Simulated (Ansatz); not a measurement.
# CuO₂S, charge +1: a pair, distance and slip

Computed with Ansatz 0.2.0. Level: RKS PBE0-D4/def2-SVPD.

## (1) Where the work starts

4 atoms, charge 1, spin multiplicity 1.

Atoms are counted from 1 here; the program's logs count them from 0.

Bond lengths: Cu1–O4 1.884 Å, O2–S3 1.474 Å, S3–O4 1.536 Å. Angles: O2–S3–O4 114.1°, Cu1–O4–S3 128.6°.

As a file:

```xyz
4
CuO2S
Cu   -0.8195   -0.4793   -1.7114
O    -0.5961    0.4529    1.4632
S     0.7306    0.2303    0.8606
O     0.6851   -0.2039   -0.6123
```

## (5) Plan of the scan

The axes are (1) separation of O4 and Cu1 along their line in the relaxed pair: 9 values from 1.624 to 4.224 Å; (2) sideways slip of Cu1: 9 values from −3.00 Å.

Nothing else is relaxed (both partners rigid). Energies count from the ion and the molecule far apart, frozen as in the relaxed pair, each in its own basis (no counterpoise correction). Points are written as (first, second).

(The set-up runs are not shown.)

## (6) Grid point (4.224 Å, −0.75 Å)

Contents of input.yaml:

```yaml
crystal:
  periodic: [false, false, false]
  atoms:
    - { symbol: Cu, position_ang: [-2.113895, -1.033939, -3.731122] }
    - { symbol: O, position_ang: [-0.563322, 0.455239, 1.474869] }
    - { symbol: S, position_ang: [0.72713, 0.23091, 0.861767] }
    - { symbol: O, position_ang: [0.662652, -0.191131, -0.571195] }
total_charge: 1
basis:
  gaussian: { orbitals: def2-SVPD }
hamiltonian:
  xc: pbe0
  dispersion: d4
output:
  forces: true
```

On the command line:

```sh
ansatz run input.yaml --threads 1 --pin off --max-ram 2560MiB --backend cpu --events-out ev --progress --plain --runs-dir out
```

**Question.** How long does this run take on 1 thread of Arm Neoverse V1, shared host, and how much memory does it need?

About 4.7 s, with a peak of 0.21 GiB.
